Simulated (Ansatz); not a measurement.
Born–Oppenheimer molecular dynamics of a periodic cell of 25 atoms, Y$_{8}$Si$_{16}$H (host YSi2, host structure P6/mmm, interstitial H). It starts from a relaxed structure.

Method: DFT PBEsol, scalar-relativistic, plane waves, PAW in Ansatz 0.2.0. Settings: cutoff 420 eV, k mesh 2x3x2, fermi-dirac smearing 0.05 eV, no spin polarisation.

- ensemble: NVE (velocity Verlet)
- time step: 0.5 fs
- steps asked: 140
- starting velocities drawn for: 2100 K
- seed: 43206

Frames 0.5 fs apart, positions in Å, forces in eV/Å.

Velocities at 55 fs (Å/ps):

```
Y -1.58 -1.08 -1.93
Si -3.14 1.90 3.41
Si -2.46 -2.33 9.67
Y 2.61 -0.79 1.51
Si -2.54 5.52 -3.28
Si -0.81 5.60 -1.60
Y -2.71 3.22 -1.75
Si -4.76 2.15 -4.89
Si -3.15 -0.59 -6.19
Y -2.87 0.06 -1.83
Si -0.36 -6.64 0.42
Si -5.04 -2.22 -7.25
Y 3.79 1.25 -1.34
Si 4.54 3.41 4.24
Si 6.60 2.84 -4.29
Y -3.57 -1.57 1.01
Si 8.14 4.45 4.36
Si -4.12 4.14 0.05
Y 0.10 0.77 1.46
Si 3.07 0.12 -3.92
Si -0.37 -5.64 -1.19
Y 4.17 -5.50 4.47
Si -0.34 1.33 2.04
Si 4.32 -1.87 2.78
H 16.63 -18.73 15.25
```

```xyz
25
Lattice="-3.8500 -6.6684 0.0000 5.7750 -3.3342 0.0000 0.0000 0.0000 8.2800" Properties=species:S:1:pos:R:3:forces:R:3 time_fs=55 energy_less_start_eV=4.609 T=615
Y -0.079 -6.561 -0.063 0.17 -0.95 -0.25
Si -0.250 -4.332 1.610 1.63 0.42 0.31
Si 1.854 -5.576 1.722 -0.45 0.44 1.81
Y 0.110 -6.578 4.226 0.01 -0.33 -0.20
Si -0.156 -4.399 6.465 1.15 1.04 -0.23
Si 1.794 -5.485 6.224 0.65 -0.02 0.08
Y -1.995 -3.030 -0.274 -0.99 -0.64 1.50
Si 3.741 -4.358 2.462 0.09 0.15 -1.41
Si 0.023 -2.139 2.034 -0.26 0.17 -0.23
Y -2.217 -3.358 4.171 1.85 0.06 -0.90
Si 3.750 -4.313 5.936 -0.32 -0.95 0.47
Si -0.159 -2.154 6.493 0.69 0.26 -1.37
Y 2.213 -3.309 0.178 -1.24 0.04 -1.66
Si 2.318 -1.539 2.126 -0.14 1.68 0.50
Si 4.511 -2.134 2.541 -1.12 0.02 -0.86
Y 1.657 -3.323 4.253 2.20 0.33 -0.64
Si 1.854 -1.345 6.260 1.21 1.24 0.34
Si 3.977 -2.154 6.259 -0.42 1.02 -0.21
Y -0.236 0.132 -0.056 1.97 -0.83 0.69
Si 2.472 -7.777 1.685 -0.78 0.31 -0.07
Si -1.676 -5.849 2.253 -1.01 -1.57 0.31
Y 0.151 -0.378 4.152 0.28 0.88 1.07
Si 2.120 -7.772 6.178 -1.07 -0.08 0.30
Si -1.811 -5.710 5.978 -1.49 -1.08 0.54
H 0.139 -4.194 4.485 -2.61 -1.63 0.12
25
Lattice="-3.8500 -6.6684 0.0000 5.7750 -3.3342 0.0000 0.0000 0.0000 8.2800" Properties=species:S:1:pos:R:3:forces:R:3 time_fs=55.5 energy_less_start_eV=4.575 T=626
Y -0.080 -6.562 -0.064 0.19 -0.92 -0.24
Si -0.251 -4.332 1.611 1.63 0.38 0.30
Si 1.853 -5.577 1.727 -0.46 0.45 1.78
Y 0.111 -6.579 4.227 0.00 -0.33 -0.20
Si -0.157 -4.396 6.463 1.16 1.01 -0.22
Si 1.793 -5.483 6.223 0.64 -0.05 0.10
Y -1.996 -3.028 -0.275 -0.99 -0.64 1.52
Si 3.738 -4.357 2.459 0.12 0.16 -1.39
Si 0.021 -2.139 2.030 -0.25 0.20 -0.21
Y -2.219 -3.358 4.170 1.84 0.06 -0.90
Si 3.749 -4.316 5.937 -0.32 -0.84 0.46
Si -0.162 -2.155 6.489 0.78 0.31 -1.37
Y 2.215 -3.309 0.177 -1.26 0.04 -1.63
Si 2.320 -1.537 2.128 -0.16 1.63 0.48
Si 4.514 -2.132 2.538 -1.13 -0.01 -0.82
Y 1.655 -3.324 4.253 2.20 0.35 -0.65
Si 1.858 -1.342 6.262 1.09 1.19 0.34
Si 3.974 -2.152 6.259 -0.36 0.93 -0.22
Y -0.236 0.132 -0.055 1.97 -0.84 0.66
Si 2.473 -7.777 1.683 -0.75 0.31 -0.08
Si -1.676 -5.852 2.253 -1.01 -1.53 0.31
Y 0.153 -0.381 4.154 0.25 0.90 1.02
Si 2.120 -7.771 6.178 -1.06 -0.08 0.29
Si -1.809 -5.712 5.980 -1.53 -1.05 0.53
H 0.144 -4.205 4.493 -2.60 -1.63 0.11
25
Lattice="-3.8500 -6.6684 0.0000 5.7750 -3.3342 0.0000 0.0000 0.0000 8.2800" Properties=species:S:1:pos:R:3:forces:R:3 time_fs=56 energy_less_start_eV=4.519 T=644
Y -0.081 -6.563 -0.065 0.21 -0.89 -0.23
Si -0.253 -4.331 1.613 1.62 0.34 0.29
Si 1.852 -5.578 1.732 -0.48 0.47 1.74
Y 0.112 -6.579 4.228 -0.01 -0.33 -0.20
Si -0.158 -4.394 6.461 1.17 0.97 -0.20
Si 1.793 -5.480 6.223 0.63 -0.08 0.12
Y -1.998 -3.026 -0.276 -0.98 -0.64 1.54
Si 3.736 -4.356 2.456 0.16 0.17 -1.36
Si 0.019 -2.140 2.027 -0.23 0.24 -0.18
Y -2.220 -3.358 4.169 1.84 0.05 -0.90
Si 3.749 -4.319 5.937 -0.32 -0.73 0.45
Si -0.164 -2.156 6.486 0.88 0.36 -1.37
Y 2.216 -3.308 0.176 -1.28 0.03 -1.61
Si 2.322 -1.535 2.131 -0.18 1.57 0.47
Si 4.517 -2.131 2.536 -1.13 -0.04 -0.79
Y 1.654 -3.325 4.254 2.12 0.33 -0.65
Si 1.863 -1.340 6.264 0.96 1.15 0.34
Si 3.972 -2.150 6.259 -0.30 0.83 -0.23
Y -0.236 0.132 -0.054 1.97 -0.85 0.64
Si 2.474 -7.777 1.681 -0.72 0.31 -0.08
Si -1.677 -5.855 2.252 -1.00 -1.49 0.31
Y 0.155 -0.384 4.156 0.22 0.92 0.98
Si 2.119 -7.771 6.180 -1.05 -0.09 0.29
Si -1.807 -5.713 5.981 -1.57 -1.03 0.52
H 0.143 -4.221 4.501 -2.50 -1.57 0.10
25
Lattice="-3.8500 -6.6684 0.0000 5.7750 -3.3342 0.0000 0.0000 0.0000 8.2800" Properties=species:S:1:pos:R:3:forces:R:3 time_fs=56.5 energy_less_start_eV=4.444 T=668
Y -0.082 -6.563 -0.066 0.22 -0.86 -0.21
Si -0.254 -4.330 1.615 1.60 0.30 0.28
Si 1.851 -5.579 1.738 -0.49 0.48 1.71
Y 0.114 -6.580 4.229 -0.02 -0.34 -0.20
Si -0.159 -4.391 6.460 1.18 0.93 -0.19
Si 1.793 -5.477 6.222 0.61 -0.12 0.14
Y -1.999 -3.025 -0.276 -0.98 -0.65 1.55
Si 3.733 -4.355 2.454 0.19 0.18 -1.34
Si 0.018 -2.140 2.024 -0.21 0.27 -0.16
Y -2.221 -3.358 4.168 1.83 0.05 -0.90
Si 3.749 -4.323 5.937 -0.33 -0.63 0.44
Si -0.167 -2.157 6.482 0.97 0.40 -1.36
Y 2.218 -3.308 0.176 -1.31 0.03 -1.59
Si 2.325 -1.533 2.133 -0.20 1.51 0.46
Si 4.520 -2.130 2.534 -1.14 -0.07 -0.76
Y 1.652 -3.325 4.254 1.98 0.26 -0.63
Si 1.867 -1.337 6.266 0.83 1.10 0.34
Si 3.970 -2.147 6.259 -0.23 0.74 -0.23
Y -0.236 0.133 -0.053 1.97 -0.85 0.61
Si 2.476 -7.777 1.679 -0.69 0.31 -0.08
Si -1.677 -5.859 2.252 -1.00 -1.44 0.31
Y 0.157 -0.387 4.159 0.18 0.95 0.93
Si 2.119 -7.770 6.181 -1.04 -0.10 0.28
Si -1.806 -5.714 5.983 -1.62 -1.00 0.52
H 0.136 -4.240 4.509 -2.33 -1.47 0.07
25
Lattice="-3.8500 -6.6684 0.0000 5.7750 -3.3342 0.0000 0.0000 0.0000 8.2800" Properties=species:S:1:pos:R:3:forces:R:3 time_fs=57 energy_less_start_eV=4.356 T=696
Y -0.082 -6.564 -0.067 0.24 -0.83 -0.20
Si -0.255 -4.329 1.617 1.58 0.25 0.26
Si 1.849 -5.580 1.743 -0.51 0.49 1.68
Y 0.115 -6.580 4.229 -0.04 -0.35 -0.19
Si -0.160 -4.388 6.458 1.19 0.88 -0.17
Si 1.792 -5.474 6.221 0.59 -0.15 0.16
Y -2.001 -3.023 -0.277 -0.97 -0.65 1.57
Si 3.731 -4.354 2.451 0.23 0.19 -1.31
Si 0.016 -2.140 2.021 -0.19 0.30 -0.14
Y -2.223 -3.358 4.167 1.82 0.04 -0.89
Si 3.749 -4.327 5.938 -0.33 -0.52 0.44
Si -0.169 -2.158 6.478 1.06 0.45 -1.35
Y 2.220 -3.307 0.175 -1.32 0.03 -1.56
Si 2.327 -1.531 2.135 -0.21 1.45 0.44
Si 4.523 -2.128 2.531 -1.15 -0.10 -0.73
Y 1.651 -3.326 4.255 1.78 0.16 -0.61
Si 1.871 -1.335 6.269 0.70 1.06 0.35
Si 3.968 -2.145 6.259 -0.16 0.64 -0.24
Y -0.235 0.133 -0.052 1.96 -0.86 0.58
Si 2.477 -7.777 1.677 -0.66 0.31 -0.08
Si -1.677 -5.862 2.251 -0.99 -1.39 0.31
Y 0.159 -0.389 4.161 0.15 0.97 0.89
Si 2.119 -7.769 6.182 -1.02 -0.11 0.27
Si -1.804 -5.715 5.984 -1.66 -0.98 0.51
H 0.123 -4.262 4.518 -2.10 -1.31 0.03
25
Lattice="-3.8500 -6.6684 0.0000 5.7750 -3.3342 0.0000 0.0000 0.0000 8.2800" Properties=species:S:1:pos:R:3:forces:R:3 time_fs=57.5 energy_less_start_eV=4.261 T=727
Y -0.083 -6.564 -0.068 0.26 -0.79 -0.19
Si -0.256 -4.327 1.619 1.56 0.20 0.25
Si 1.848 -5.581 1.748 -0.52 0.50 1.64
Y 0.116 -6.580 4.230 -0.05 -0.38 -0.19
Si -0.161 -4.385 6.456 1.19 0.83 -0.15
Si 1.792 -5.471 6.220 0.57 -0.18 0.18
Y -2.002 -3.022 -0.278 -0.96 -0.65 1.58
Si 3.729 -4.353 2.448 0.26 0.20 -1.28
Si 0.015 -2.140 2.018 -0.17 0.34 -0.12
Y -2.224 -3.358 4.166 1.82 0.04 -0.89
Si 3.748 -4.330 5.938 -0.33 -0.41 0.43
Si -0.171 -2.159 6.473 1.14 0.49 -1.34
Y 2.222 -3.306 0.174 -1.34 0.03 -1.53
Si 2.329 -1.528 2.137 -0.23 1.39 0.43
Si 4.526 -2.127 2.529 -1.16 -0.13 -0.70
Y 1.649 -3.327 4.255 1.56 0.03 -0.58
Si 1.876 -1.332 6.271 0.57 1.01 0.35
Si 3.966 -2.143 6.259 -0.10 0.55 -0.24
Y -0.235 0.133 -0.052 1.96 -0.87 0.55
Si 2.478 -7.776 1.675 -0.62 0.31 -0.08
Si -1.678 -5.865 2.251 -0.99 -1.33 0.30
Y 0.161 -0.392 4.163 0.12 0.99 0.84
Si 2.118 -7.769 6.183 -1.01 -0.11 0.26
Si -1.802 -5.716 5.986 -1.70 -0.95 0.51
H 0.106 -4.288 4.526 -1.83 -1.12 -0.02
25
Lattice="-3.8500 -6.6684 0.0000 5.7750 -3.3342 0.0000 0.0000 0.0000 8.2800" Properties=species:S:1:pos:R:3:forces:R:3 time_fs=58 energy_less_start_eV=4.167 T=757
Y -0.084 -6.565 -0.069 0.28 -0.76 -0.18
Si -0.257 -4.326 1.620 1.53 0.15 0.24
Si 1.846 -5.582 1.754 -0.54 0.51 1.61
Y 0.117 -6.581 4.231 -0.07 -0.41 -0.18
Si -0.161 -4.381 6.454 1.19 0.77 -0.13
Si 1.792 -5.469 6.220 0.55 -0.22 0.20
Y -2.004 -3.020 -0.279 -0.95 -0.65 1.59
Si 3.727 -4.352 2.445 0.30 0.21 -1.25
Si 0.013 -2.141 2.015 -0.15 0.37 -0.09
Y -2.225 -3.358 4.165 1.81 0.03 -0.89
Si 3.748 -4.334 5.938 -0.34 -0.29 0.42
Si -0.173 -2.160 6.469 1.22 0.53 -1.33
Y 2.223 -3.306 0.173 -1.36 0.03 -1.51
Si 2.331 -1.526 2.140 -0.25 1.33 0.41
Si 4.529 -2.125 2.526 -1.16 -0.15 -0.67
Y 1.647 -3.328 4.256 1.32 -0.11 -0.55
Si 1.880 -1.329 6.273 0.44 0.96 0.35
Si 3.964 -2.140 6.259 -0.03 0.45 -0.25
Y -0.235 0.134 -0.051 1.96 -0.88 0.52
Si 2.480 -7.776 1.673 -0.59 0.31 -0.08
Si -1.679 -5.869 2.250 -0.98 -1.27 0.30
Y 0.163 -0.395 4.166 0.09 1.02 0.79
Si 2.117 -7.768 6.184 -0.99 -0.12 0.25
Si -1.801 -5.718 5.988 -1.74 -0.92 0.51
H 0.084 -4.316 4.535 -1.54 -0.90 -0.07
25
Lattice="-3.8500 -6.6684 0.0000 5.7750 -3.3342 0.0000 0.0000 0.0000 8.2800" Properties=species:S:1:pos:R:3:forces:R:3 time_fs=58.5 energy_less_start_eV=4.080 T=785
Y -0.085 -6.566 -0.070 0.29 -0.72 -0.16
Si -0.257 -4.325 1.622 1.50 0.09 0.23
Si 1.845 -5.583 1.760 -0.55 0.52 1.57
Y 0.119 -6.581 4.232 -0.09 -0.45 -0.18
Si -0.162 -4.378 6.453 1.19 0.71 -0.11
Si 1.792 -5.466 6.219 0.52 -0.25 0.22
Y -2.005 -3.019 -0.279 -0.94 -0.65 1.60
Si 3.724 -4.351 2.442 0.33 0.22 -1.23
Si 0.011 -2.141 2.012 -0.13 0.40 -0.07
Y -2.226 -3.358 4.164 1.80 0.02 -0.89
Si 3.748 -4.337 5.939 -0.34 -0.18 0.41
Si -0.175 -2.160 6.465 1.30 0.57 -1.32
Y 2.225 -3.305 0.172 -1.38 0.03 -1.48
Si 2.333 -1.524 2.142 -0.27 1.26 0.40
Si 4.532 -2.124 2.524 -1.17 -0.18 -0.63
Y 1.646 -3.328 4.256 1.08 -0.25 -0.51
Si 1.885 -1.327 6.276 0.31 0.91 0.35
Si 3.962 -2.138 6.259 0.04 0.35 -0.25
Y -0.234 0.134 -0.050 1.96 -0.89 0.49
Si 2.481 -7.776 1.671 -0.56 0.31 -0.08
Si -1.679 -5.872 2.250 -0.97 -1.20 0.29
Y 0.165 -0.397 4.168 0.06 1.04 0.74
Si 2.117 -7.768 6.185 -0.97 -0.12 0.23
Si -1.800 -5.719 5.989 -1.77 -0.89 0.51
H 0.058 -4.347 4.543 -1.25 -0.66 -0.12
25
Lattice="-3.8500 -6.6684 0.0000 5.7750 -3.3342 0.0000 0.0000 0.0000 8.2800" Properties=species:S:1:pos:R:3:forces:R:3 time_fs=59 energy_less_start_eV=4.004 T=809
Y -0.085 -6.566 -0.071 0.31 -0.68 -0.15
Si -0.258 -4.324 1.624 1.47 0.04 0.21
Si 1.843 -5.584 1.766 -0.56 0.53 1.54
Y 0.120 -6.582 4.232 -0.10 -0.50 -0.18
Si -0.163 -4.375 6.451 1.18 0.65 -0.09
Si 1.792 -5.463 6.218 0.49 -0.28 0.24
Y -2.007 -3.017 -0.280 -0.92 -0.65 1.60
Si 3.722 -4.349 2.438 0.36 0.23 -1.20
Si 0.009 -2.141 2.008 -0.11 0.44 -0.05
Y -2.227 -3.358 4.163 1.79 0.01 -0.88
Si 3.747 -4.341 5.939 -0.34 -0.07 0.40
Si -0.177 -2.161 6.460 1.38 0.60 -1.31
Y 2.227 -3.304 0.171 -1.40 0.03 -1.45
Si 2.335 -1.521 2.144 -0.29 1.19 0.38
Si 4.534 -2.123 2.521 -1.17 -0.21 -0.60
Y 1.645 -3.329 4.256 0.86 -0.38 -0.49
Si 1.889 -1.324 6.278 0.18 0.87 0.35
Si 3.959 -2.135 6.258 0.11 0.25 -0.25
Y -0.234 0.134 -0.049 1.95 -0.89 0.46
Si 2.482 -7.776 1.669 -0.52 0.31 -0.08
Si -1.680 -5.876 2.250 -0.96 -1.13 0.28
Y 0.168 -0.400 4.170 0.03 1.07 0.70
Si 2.116 -7.767 6.186 -0.95 -0.13 0.22
Si -1.798 -5.721 5.991 -1.81 -0.86 0.51
H 0.030 -4.379 4.551 -0.98 -0.41 -0.17
```

Of the whole run (70 fs, mean temperature of the second half 713 K): The conserved energy stayed within 0.092 meV per atom of its start (net change 0.041 meV per atom), so the integration is sound. A run of 0.07 ps of so small a system gives no equilibrium averages. Limits of this set-up: coarse k mesh, odd electron count without spin, a small cell, in which the defect meets its images, a typed lattice constant that wasn't relaxed here.

Time of the run: 22 min on 2 threads of Arm Neoverse V1 (shared host), peak memory 1 GiB.
